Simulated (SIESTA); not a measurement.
The system is Mg5Te.

```
Te Mg
1.0
     2.78886    1.61015    5.28499
    -2.78886    1.61015    5.28499
     0.00000   -3.22030    5.28499
Te Mg
1 5
Cartesian
  0.0000 0.0000 7.9275
  0.0000 0.0000 13.1566
  0.0000 0.0000 2.6984
  -1.8642 0.0086 5.2850
  0.9246 -1.6188 5.2850
  0.9396 1.6102 5.2850
```

The cell comes from a database or a generator and needn't be the stable form of this composition.

- Program: SIESTA 5.4.2
- Task: single point
- Functional: PBE
- Potentials or basis: PseudoDojo 0.4 standard (PBE files)
- Basis: DZP (energy shift 0.003 Ry; two zetas on semicore shells)
- Grid cutoff: 800 Ry
- Energy shift: 0.003 Ry
- k mesh: 6 × 6 × 6
- Occupations: fermi-dirac, width 0.05 eV
- Spin: no spin polarisation

On this cell: pressure 1.5 GPa; largest force 0.008 eV/Å; band gap on the k mesh none (metal or under the smearing width).

The same run follows on a disturbed copy (atoms moved at random, drawn with an rms of 0.05 Å):

```
Te Mg
1.0
     2.78886    1.61015    5.28499
    -2.78886    1.61015    5.28499
     0.00000   -3.22030    5.28499
Te Mg
1 5
Direct
  0.50498 0.49429 0.50294
  0.82046 0.83757 0.82646
  0.16395 0.18435 0.16079
  0.01569 0.65791 0.34010
  0.33375 0.00104 0.66863
  0.66420 0.32545 0.00792
```

**Question.** What changes?

**Answer.** The energy (extrapolated to zero smearing) moves by +4.8 meV/atom; pressure 1.6 GPa; largest force 0.260 eV/Å; band gap on the k mesh none (metal or under the smearing width).

Forces in eV/Å, atoms in the order of the input:
```
Te  -0.104  0.091  0.113
Mg   0.101 -0.052  0.132
Mg   0.075 -0.123  0.033
Mg  -0.214  0.067 -0.132
Mg   0.058 -0.103 -0.195
Mg   0.092  0.118  0.048
```

Stress tensor (GPa, compression positive):
```
 1.76  0.06  0.04
 0.06  1.33 -0.01
 0.04 -0.01  1.65
```

Caveats: the basis of atomic orbitals isn't converged, which shifts pressures, moduli and gaps.
